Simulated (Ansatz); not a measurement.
# TaRu: a strain scan

This session takes TaRu and sets out to see how energy and stress answer to the strain pattern (1, -1, 0, 0, 0, 0).

Computed with Ansatz 0.2.0 (DFT PBEsol, scalar-relativistic, plane waves, PAW, unless a step's input says otherwise).

1 further run of the same task is left out (set aside as unsound or not needed).

## Step 1: The starting structure

It takes space group P4/mmm (No. 123, tetragonal). Conventional cell: a = 3.053 Å, b = 3.053 Å, c = 3.389 Å, α = 90.00°, β = 90.00°, γ = 90.00°. Around Ta (site symmetry 4/mmm) lie 8 Ru at 2.74 Å and 4 Ta at 3.05 Å. Ru (site symmetry 4/mmm) is surrounded by 8 Ta at 2.74 Å and 4 Ru at 3.05 Å.

As a file:

```
Ta Ru
1.0
     3.05300    0.00000    0.00000
     0.00000    3.05300    0.00000
     0.00000    0.00000    3.38900
Ta Ru
1 1
Direct
  0.50000 0.50000 0.50000
  0.00000 0.00000 0.00000
```

No relaxation comes first: the listed cell is the starting point.

## Step 2: The undisturbed cell

Input file input.yaml:

```yaml
crystal:
  lattice:
    - [3.053, 0.0, 0.0]
    - [0.0, 3.053, 0.0]
    - [0.0, 0.0, 3.389]
  atoms:
    - { symbol: Ta, position: [0.5, 0.5, 0.5] }
    - { symbol: Ru, position: [0.0, 0.0, 0.0] }
basis:
  ecutwfc: 420
kpoints:
  mp_grid: { grid: [16, 16, 14] }
hamiltonian:
  xc: pbesol
scf:
  occupations: { method: gaussian, width: 0.15 }
output:
  forces: true
  stress: true
  eigenvalues: true
```

On the command line:

```bash
$ ansatz run input.yaml --threads 1 --pin off --max-ram 1228MiB --backend cpu --events-out ev --progress --plain --runs-dir out
```

What it wrote (excerpt; [...] marks lines left out):

```text
Warning: RAYON_NUM_THREADS=1 ignored (pool sized by the plan → 1); use --threads N
[...]
Pseudopotentials: kind: paw
Pseudopotential: Ta, paw, valence charge 13, recommended cutoff 420 eV (normal), Ta.paw.azcp
Pseudopotential: Ru, paw, valence charge 16, recommended cutoff 420 eV (normal), Ru.paw.azcp
Functional definition: PBEsol
[...]
Crystal: 2 atoms, lattice volume = 31.588 Å³
Basis set: ecut = 420 eV, 643 PW (Γ), exchange–correlation on 48×48×48 points (8 copies of the dense FFT grid, shifted against one another)
Bands: 19, of which v1, the nominal top of the filled ones, is band 15 counted from 1 (14 counted from 0)
Symmetry: 16 space group operations
Space group: P4/mmm (ITA 123), of the structure as read, at distance tolerance 3.2e-5 Å
k-points: 360 of 3584
[...]
SCF iter   1: F=—  HF=-15623.591526 eV  |F-HF|=—  |Δ(HF+E_count)|=         —  Δρ=9.22e-3  dr2=3.30e-2  ethr=1.77e-3  ⟨swp⟩=5.0  Hψ=28199  notcnv=0
[...]
SCF iter   6: F=-15623.587649 eV  HF=-15623.587649 eV  |F-HF|=2.27e-9  |Δ(HF+E_count)|=   8.90e-8  Δρ=4.08e-6  dr2=3.13e-9  ethr=3.45e-10  ⟨swp⟩=4.7  Hψ=25329  notcnv=0
the search or the solves at the SCF's close seem to have found levels that the self-consistency loop had missed (the run counts 4). By its estimate they hold under 1e-12 electrons; where the run keeps them, the occupations were computed again with them
[...]
SCF converged after 6 iterations
Free energy (F): -15623.587649 eV
[...]
E sigma→0 (E₀):  -15623.576794 eV
Entropy (-TS):   -0.021711 eV (-10.855 meV/atom)
Fermi energy:    21.298663 eV
[...]
--- Forces (eV/Å), atoms counted from 1 ---
  atom   1  Ta     0.00000000     0.00000000     0.00000000
  atom   2  Ru    -0.00000000    -0.00000000     0.00000000
[...]
--- Stress (GPa, compression-positive) ---
       -5.698839       0.000000       0.000000
        0.000000      -5.698839       0.000000
        0.000000       0.000000      -4.091237
  P = ⅓ Tr σ = -5.1630 GPa (-51.630 kbar)
--- Band table (eV; the first three rows and the last of 360) ---
  k-point 0: bands = ["-51.5800", "-47.0532", "-21.5996", "-21.5588", "-21.5588", "-13.4795", "-13.3425", "-13.3425", "12.5962", "15.4215", "15.6399", "18.9260", "18.9260", "19.7798", "21.7286", "23.0751", "25.6255", "25.7388", "25.7388"]
[...]
```

Wall time 14 s (1 thread of an Arm CPU, shared host); peak memory 0.48 GiB.

Reference values: F = -15623.5876 eV; pressure -5.16 GPa; largest force 0.000 eV/Å; gap on the mesh none (metal).

## Step 3: Setting up a strain scan

The cell is strained by ε times the Voigt pattern (1, -1, 0, 0, 0, 0) (xx, yy, zz, yz, xz, xy; engineering shear), with fractional coordinates fixed (clamped ions). The stress on the pattern is the sum of the stress components weighted by it, tension positive.

## Step 4: At ε = -0.1500

input.yaml: that of step 2 with these lines changed.

```diff
@@ -2,4 +2,4 @@
   lattice:
-    - [3.053, 0.0, 0.0]
-    - [0.0, 3.053, 0.0]
+    - [2.59505, 0.0, 0.0]
+    - [0.0, 3.51095, 0.0]
     - [0.0, 0.0, 3.389]
```

On the command line:

```bash
$ ansatz run input.yaml --threads 1 --pin off --max-ram 1228MiB --backend cpu --events-out ev --progress --plain --runs-dir out
```

What it wrote (excerpt; [...] marks lines left out):

```text
Warning: RAYON_NUM_THREADS=1 ignored (pool sized by the plan → 1); use --threads N
[...]
[... 4 set-up lines as earlier in the session ...]
[...]
Crystal: 2 atoms, lattice volume = 30.877 Å³
Basis set: ecut = 420 eV, 605 PW (Γ), exchange–correlation on 36×48×48 points (8 copies of the dense FFT grid, shifted against one another)
Bands: 19, of which v1, the nominal top of the filled ones, is band 15 counted from 1 (14 counted from 0)
Symmetry: 8 space group operations
Space group: Pmmm (ITA 47), of the structure as read, at distance tolerance 3.1e-5 Å
k-points: 648 of 3584
[...]
SCF iter   1: F=—  HF=-15622.778255 eV  |F-HF|=—  |Δ(HF+E_count)|=         —  Δρ=1.30e-2  dr2=6.89e-2  ethr=1.77e-3  ⟨swp⟩=5.0  Hψ=52525  notcnv=0
[...]
SCF converged after 6 iterations
Free energy (F): -15622.771680 eV
[...]
E sigma→0 (E₀):  -15622.756405 eV
Entropy (-TS):   -0.030551 eV (-15.276 meV/atom)
Fermi energy:    21.402625 eV
[...]
--- Forces (eV/Å), atoms counted from 1 ---
  atom   1  Ta    -0.00000000    -0.00000000     0.00000000
  atom   2  Ru     0.00000000    -0.00000000     0.00000000
[...]
--- Stress (GPa, compression-positive) ---
       43.199396      -0.000000      -0.000000
       -0.000000      -5.654608       0.000000
       -0.000000       0.000000     -12.383087
  P = ⅓ Tr σ = 8.3872 GPa (83.872 kbar)
--- Band table (eV; the first three rows and the last of 648) ---
  k-point 0: bands = ["-50.9840", "-46.3678", "-21.0806", "-21.0709", "-20.5526", "-12.9002", "-12.8839", "-11.9464", "13.0955", "15.6700", "16.1544", "18.0505", "20.2332", "21.2470", "21.3892", "24.4127", "26.6382", "27.0325", "27.0475"]
[...]
```

Wall time 24 s (1 thread of an Arm CPU, shared host); peak memory 0.59 GiB.

## Step 5: ε = 0.1125

input.yaml: that of step 4 with these lines changed.

```diff
@@ -2,4 +2,4 @@
   lattice:
-    - [2.59505, 0.0, 0.0]
-    - [0.0, 3.51095, 0.0]
+    - [3.3964625, 0.0, 0.0]
+    - [0.0, 2.7095375, 0.0]
     - [0.0, 0.0, 3.389]
```

On the command line:

```bash
$ ansatz run input.yaml --threads 1 --pin off --max-ram 1228MiB --backend cpu --events-out ev --progress --plain --runs-dir out
```

What it wrote (excerpt; [...] marks lines left out):

```text
Warning: RAYON_NUM_THREADS=1 ignored (pool sized by the plan → 1); use --threads N
[...]
[... 4 set-up lines as earlier in the session ...]
[...]
Crystal: 2 atoms, lattice volume = 31.188 Å³
Basis set: ecut = 420 eV, 621 PW (Γ), exchange–correlation on 48×40×48 points (8 copies of the dense FFT grid, shifted against one another)
Bands: 19, of which v1, the nominal top of the filled ones, is band 15 counted from 1 (14 counted from 0)
[... 2 set-up lines as earlier in the session ...]
k-points: 648 of 3584
[...]
SCF iter   1: F=—  HF=-15623.140422 eV  |F-HF|=—  |Δ(HF+E_count)|=         —  Δρ=1.32e-2  dr2=6.91e-2  ethr=1.77e-3  ⟨swp⟩=5.0  Hψ=51627  notcnv=0
[...]
SCF iter   6: F=-15623.133565 eV  HF=-15623.133565 eV  |F-HF|=7.40e-9  |Δ(HF+E_count)|=   2.14e-7  Δρ=9.92e-6  dr2=1.77e-8  ethr=3.45e-10  ⟨swp⟩=4.2  Hψ=49983  notcnv=0
[...]
SCF converged after 6 iterations
Free energy (F): -15623.133565 eV
[...]
E sigma→0 (E₀):  -15623.120972 eV
Entropy (-TS):   -0.025186 eV (-12.593 meV/atom)
Fermi energy:    21.232703 eV
[...]
--- Forces (eV/Å), atoms counted from 1 ---
  atom   1  Ta    -0.00000000     0.00000000    -0.00000000
  atom   2  Ru     0.00000000     0.00000000     0.00000000
[...]
--- Stress (GPa, compression-positive) ---
      -11.517420      -0.000000       0.000000
       -0.000000      29.129589      -0.000000
        0.000000      -0.000000     -12.114327
  P = ⅓ Tr σ = 1.8326 GPa (18.326 kbar)
--- Band table (eV; the first three rows and the last of 648) ---
  k-point 0: bands = ["-51.1831", "-46.6642", "-21.2946", "-21.2926", "-20.8389", "-13.1502", "-13.1492", "-12.5130", "12.8676", "15.5258", "16.0052", "18.1247", "20.6592", "20.6698", "20.7105", "24.0320", "26.3018", "26.4074", "26.4093"]
[...]
```

Wall time 18 s (1 thread of an Arm CPU, shared host); peak memory 0.58 GiB.

## Step 6: ε = -0.0750

input.yaml: that of step 5 with these lines changed.

```diff
@@ -2,4 +2,4 @@
   lattice:
-    - [3.3964625, 0.0, 0.0]
-    - [0.0, 2.7095375, 0.0]
+    - [2.824025, 0.0, 0.0]
+    - [0.0, 3.281975, 0.0]
     - [0.0, 0.0, 3.389]
```

On the command line:

```bash
$ ansatz run input.yaml --threads 1 --pin off --max-ram 1228MiB --backend cpu --events-out ev --progress --plain --runs-dir out
```

What it wrote (excerpt; [...] marks lines left out):

```text
[...]
SCF converged after 6 iterations
Free energy (F): -15623.390295 eV
[...]
E sigma→0 (E₀):  -15623.379501 eV
Entropy (-TS):   -0.021588 eV (-10.794 meV/atom)
Fermi energy:    21.206997 eV
[...]
--- Forces (eV/Å), atoms counted from 1 ---
  atom   1  Ta     0.00000000    -0.00000000     0.00000000
  atom   2  Ru    -0.00000000     0.00000000     0.00000000
[...]
--- Stress (GPa, compression-positive) ---
       13.897875      -0.000000      -0.000000
       -0.000000     -13.088934       0.000000
       -0.000000       0.000000      -7.784615
  P = ⅓ Tr σ = -2.3252 GPa (-23.252 kbar)
--- Band table (eV; the first three rows and the last of 648) ---
  k-point 0: bands = ["-51.3862", "-46.8673", "-21.4807", "-21.4656", "-21.1538", "-13.3279", "-13.3040", "-12.9039", "12.7141", "15.4432", "15.8414", "18.2872", "19.9934", "20.1852", "21.1731", "23.6219", "25.9787", "26.0125", "26.0202"]
[...]
```

Wall time 24 s (1 thread of an Arm CPU, shared host); peak memory 0.59 GiB.

## Step 7: ε = 0.0375

input.yaml: that of step 6 with these lines changed.

```diff
@@ -2,4 +2,4 @@
   lattice:
-    - [2.824025, 0.0, 0.0]
-    - [0.0, 3.281975, 0.0]
+    - [3.1674875, 0.0, 0.0]
+    - [0.0, 2.9385125, 0.0]
     - [0.0, 0.0, 3.389]
```

On the command line:

```bash
$ ansatz run input.yaml --threads 1 --pin off --max-ram 1228MiB --backend cpu --events-out ev --progress --plain --runs-dir out
```

What it wrote (excerpt; [...] marks lines left out):

```text
Warning: RAYON_NUM_THREADS=1 ignored (pool sized by the plan → 1); use --threads N
[...]
[... 4 set-up lines as earlier in the session ...]
[...]
Crystal: 2 atoms, lattice volume = 31.544 Å³
Basis set: ecut = 420 eV, 625 PW (Γ), exchange–correlation on 48×40×48 points (8 copies of the dense FFT grid, shifted against one another)
Bands: 19, of which v1, the nominal top of the filled ones, is band 15 counted from 1 (14 counted from 0)
[... 1 set-up line as earlier in the session ...]
Space group: Pmmm (ITA 47), of the structure as read, at distance tolerance 3.2e-5 Å
k-points: 648 of 3584
[...]
SCF iter   1: F=—  HF=-15623.542430 eV  |F-HF|=—  |Δ(HF+E_count)|=         —  Δρ=1.07e-2  dr2=4.20e-2  ethr=1.77e-3  ⟨swp⟩=5.0  Hψ=50764  notcnv=0
[...]
SCF converged after 6 iterations
Free energy (F): -15623.537761 eV
[...]
E sigma→0 (E₀):  -15623.526783 eV
Entropy (-TS):   -0.021956 eV (-10.978 meV/atom)
Fermi energy:    21.253508 eV
[...]
--- Forces (eV/Å), atoms counted from 1 ---
  atom   1  Ta    -0.00000000     0.00000000     0.00000000
  atom   2  Ru    -0.00000000     0.00000000     0.00000000
[...]
--- Stress (GPa, compression-positive) ---
      -11.058580       0.000000       0.000000
        0.000000       2.548324       0.000000
        0.000000       0.000000      -4.909336
  P = ⅓ Tr σ = -4.4732 GPa (-44.732 kbar)
--- Band table (eV; the first three rows and the last of 648) ---
  k-point 0: bands = ["-51.5260", "-47.0049", "-21.5790", "-21.5652", "-21.4043", "-13.4421", "-13.3755", "-13.1860", "12.6252", "15.4184", "15.7027", "18.5526", "19.4096", "19.8850", "21.5559", "23.2503", "25.7153", "25.7945", "25.8227"]
[...]
```

Run time: 24 s. Hardware: 1 thread of an Arm CPU, shared host; peak memory 0.58 GiB.

## Step 8: At ε = 0.1312

input.yaml: that of step 7 with these lines changed.

```diff
@@ -2,4 +2,4 @@
   lattice:
-    - [3.1674875, 0.0, 0.0]
-    - [0.0, 2.9385125, 0.0]
+    - [3.4535536, 0.0, 0.0]
+    - [0.0, 2.6524464, 0.0]
     - [0.0, 0.0, 3.389]
```

On the command line:

```bash
$ ansatz run input.yaml --threads 1 --pin off --max-ram 1228MiB --backend cpu --events-out ev --progress --plain --runs-dir out
```

What it wrote (excerpt; [...] marks lines left out):

```text
[...]
SCF converged after 6 iterations
Free energy (F): -15622.963818 eV
[...]
E sigma→0 (E₀):  -15622.949726 eV
Entropy (-TS):   -0.028182 eV (-14.091 meV/atom)
Fermi energy:    21.292937 eV
[...]
--- Forces (eV/Å), atoms counted from 1 ---
  atom   1  Ta     0.00000000     0.00000000     0.00000000
  atom   2  Ru     0.00000000     0.00000000     0.00000000
[...]
--- Stress (GPa, compression-positive) ---
       -9.021143       0.000000       0.000000
        0.000000      36.470506       0.000000
        0.000000       0.000000     -13.096353
  P = ⅓ Tr σ = 4.7843 GPa (47.843 kbar)
--- Band table (eV; the first three rows and the last of 648) ---
  k-point 0: bands = ["-51.0789", "-46.5298", "-21.1907", "-21.1828", "-20.6872", "-13.0392", "-13.0290", "-12.2566", "12.9713", "15.5900", "16.0845", "18.0776", "20.4720", "20.9419", "21.0266", "24.2280", "26.4645", "26.6864", "26.6977"]
[...]
```

Run time: 18 s. Hardware: 1 thread of an Arm CPU, shared host; peak memory 0.59 GiB.

## Step 9: Results of the scan

Collected from the runs (energy zero: the undisturbed cell):

```
      ε  ΔE (meV/atom)  stress on the pattern (GPa)  pressure (GPa)
-0.1500          408.0                       -48.85             8.4
-0.0750           98.7                       -26.99            -2.3
 0.0000            0.0                         0.00            -5.2
 0.0375           24.9                        13.61            -4.5
 0.1125          227.0                        40.65             1.8
 0.1312          311.9                        45.49             4.8
```

Not run, since symmetry makes them alike: 0.1500 repeats -0.1500, -0.1125 repeats 0.1125, 0.0750 repeats -0.0750, -0.0375 repeats 0.0375. Energy, pressure and gap are the same there.

## Step 10: Outcome

| quantity | value |
| --- | --- |
| slope of the stress at ε = 0, from the points at -0.0750, 0 and 0.0375 | 362 GPa |

What this shows: From the stress slope, C11 + C22 − 2 C12 is about 362 GPa with the ions clamped; letting the atoms relax could not make it stiffer. The step is wide, so higher orders mix in. The reference stands under -5.2 GPa, so this is no zero-stress constant. The undisturbed cell stays the lowest of the sampled points. Spin-orbit coupling is left out for Ta.
